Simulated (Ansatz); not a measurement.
# GaNa+ (quartet): from Hartree-Fock to the top rungs at distance Ga1–Na2 = 3.394 Å, cc-pVQZ

An exercise on one series of results from a longer session: the logs are not shown, and one member is left open.

Method: cc-pVQZ, core rule «outside noble gas», up to 19 orbitals frozen; program: Ansatz 0.2.0, Gaussian basis.

Plan: UHF; CCSD(T) on ROHF; CCSD(T) on UHF; CCSDT on ROHF; CCSDT on UHF.

48 further runs of the same task are left out: 15 for a known fault of the program, 29 that didn't finish, 4 set aside as unsound or not needed. Runs told in other sessions of the task aren't counted.

### What is computed

The geometry derives from a PBE0/def2-TZVP stationary point (not a proven minimum). One bond is set to the value named and the two fragments are kept rigid. No spin-orbit coupling is included. The filled d shell of Ga may be among the frozen orbitals whatever the setting's name suggests.

2 atoms, charge 1, spin multiplicity 4.

Atoms are counted from 1 here; the program's logs count them from 0.

No contacts short enough for the rule that draws bonds.

Set-up of the first run:

Contents of in.yaml:

```yaml
crystal:
  periodic: [false, false, false]
  atoms:
    - {symbol: Ga, position_ang: [0.000000, 0.000000, 0.000000]}
    - {symbol: Na, position_ang: [0.000000, 0.000000, 3.394200]}
basis:
  gaussian: {orbitals: cc-pVQZ}
total_charge: 1
magnetization: {spin_polarized: true, initial_magnetization: 3}
hamiltonian: {xc: hf}
output: {orbitals: {seedname: orbitals}}
```

On the command line:

```
> ansatz run in.yaml --threads 1 --pin off --events-out ev --progress --plain --max-ram 2393MiB
```

Among the steps run: UHF; CCSD(T) on ROHF; CCSD(T) on UHF; CCSDT on ROHF; CCSDT on UHF.

One table of the session follows, with a row left open; its other results are not shown here.

```
  method  from RCCSD(T) (kcal/mol)
    ROHF                         ?
     UHF                     +7.07
    RMP2                     +2.65
    UMP2                     +1.72
   RCCSD                     +0.07
   UCCSD                     -0.84
RCCSD(T)                         0
UCCSD(T)                     -0.91
  RCCSDT                     -0.03
  UCCSDT                     -0.94
```

Estimate the missing values for ROHF.

As computed: from RCCSD(T) (kcal/mol): +8.04. In the column «from RCCSD(T) (kcal/mol)» it is the highest.

Limits of these values: Restricted and unrestricted rows rest on different reference determinants; a gap between their highest levels can come from leftover correlation error, from unlike frozen cores or from another state.
